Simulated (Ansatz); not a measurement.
# HSZn: the cost of one run

All numbers are computed with Ansatz 0.2.0, driven from Python. Level of theory: B3LYP+D4/def2-SVP.

## (1) The system

Bond lengths: S1–Zn2 2.004 Å, S1–H3 1.417 Å. Angles: Zn2–S1–H3 127.0°.

No structure file is read: the coordinates are typed or built in the script.

## (2) The code

File run_bend.py:

```python
import ansatz as az
from ase import Atoms


def main() -> None:
    atoms = Atoms(['S', 'Zn', 'H'], positions=[
        (-0.351, 0.3583, -0.1616),
        (1.4029, 0.3385, 0.8073),
        (-1.0629, -0.7616, -0.659),
    ])

    first = (
        az.Crystal.molecule_from_ase(atoms).calculation()
        .basis(gaussian='def2-SVP')
        .functional('b3lyp', dispersion='d4')
        .spin('collinear', total=1)
        .relax(force_tolerance=0.02, max_steps=80)
    )
    atoms.positions = first.run().report['positions_ang']

    rows = []
    for angle in [90, 100, 110, 120, 135, 150, 165, 179]:
        bent = atoms.copy()
        bent.set_angle(2, 0, 1, angle, indices=[1])
        model = az.Crystal.molecule_from_ase(bent).calculation()
        model = model.basis(gaussian='def2-SVP')
        model = model.functional('b3lyp', dispersion='d4').spin('collinear', total=1)
        rows.append((angle, model.run().report['free_energy_ev']))
    floor = min(e for _, e in rows)
    for angle, e in rows:
        print(f'angle H2-S0-Zn1 = {angle:3d} deg   {1000 * (e - floor):9.1f} meV')


if __name__ == '__main__':
    main()
```

## (3) The input behind the calls

The package turns the script's settings into the engine's input (first run):

```yaml
crystal:
  periodic: [false, false, false]
  atoms:
    - { symbol: S, position_ang: [-0.351, 0.3583, -0.1616] }
    - { symbol: Zn, position_ang: [1.4029, 0.3385, 0.8073] }
    - { symbol: H, position_ang: [-1.0629, -0.7616, -0.659] }
basis:
  gaussian:
    orbitals: def2-SVP
hamiltonian:
  xc: b3lyp
  dispersion: d4
magnetization:
  spin_polarized: true
  initial_magnetization: 1.0
relax:
  f_tol: 0.02
  max_steps: 80
```

## (4) The run

On the command line:

```sh
$ python run_bend.py
```

What time and memory should one allow on 1 thread of Arm Neoverse V1, shared host?

About 52 s, with a peak of 0.22 GiB.
